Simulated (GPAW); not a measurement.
Al4Co3 in GPAW: the effect of functional

Slab: Al4Co3, a slab with vacuum.

```
Al Co
1.0
     2.81940    0.00000    0.00000
     0.00000    2.81940    0.00000
     0.00000    0.00000   23.45821
Al Co
4 3
Cartesian
  0.0000 0.0000 7.5000
  0.0000 0.0000 10.3194
  0.0000 0.0000 13.1388
  0.0000 0.0000 15.9582
  1.4097 1.4097 8.9097
  1.4097 1.4097 11.7291
  1.4097 1.4097 14.5485
```

The cell isn't the ideal one: the (1 0 0) slab of AlCo, cut from the database cell, not relaxed.

Alike in all runs:

| Item | Value |
| --- | --- |
| Program | GPAW 26.7.0 |
| Task | single point |
| Cutoff | 450 eV |
| Basis | pw |
| k mesh | 9 × 9 × 1 |
| Occupations | fermi-dirac, width 0.05 eV |
| Spin | collinear spin, ferromagnetic start |
| Starting moments | [0.0, 2.0, 0.0, 2.0, 0.0, 2.0, 0.0] μB |

| functional | potentials or basis | moment (μB) | largest force (eV/Å) | work function (eV) |
| --- | --- | --- | --- | --- |
| LDA | the program's PAW data sets (release 1.2.1) made for this functional | 0.62 | 0.66 | 4.19 |
| PBEsol | PAW data sets generated in the run's folder for this functional | 1.03 | 0.68 | 4.00 |
| RPBE | the program's PAW data sets (release 1.2.1) made for this functional | 1.27 | 0.76 | 3.77 |
| BEEF-vdW | GPAW PAW data sets (gpaw-data 1.2.1) | ? | ? | ? |
| revPBE | the program's PAW data sets (release 1.2.1) made for this functional | 1.26 | 0.75 | 3.78 |
| WC | PAW data sets generated in the run's folder for this functional | 1.07 | 0.70 | 3.97 |

What does the run with functional BEEF-vdW give?

Moment 1.25 μB; largest force 0.71 eV/Å; work function 4.10 eV.

Caveats: the PAW data sets were made with another functional, which shifts forces and pressure a little (some runs).

Runs at the PBE level aren't shown here.
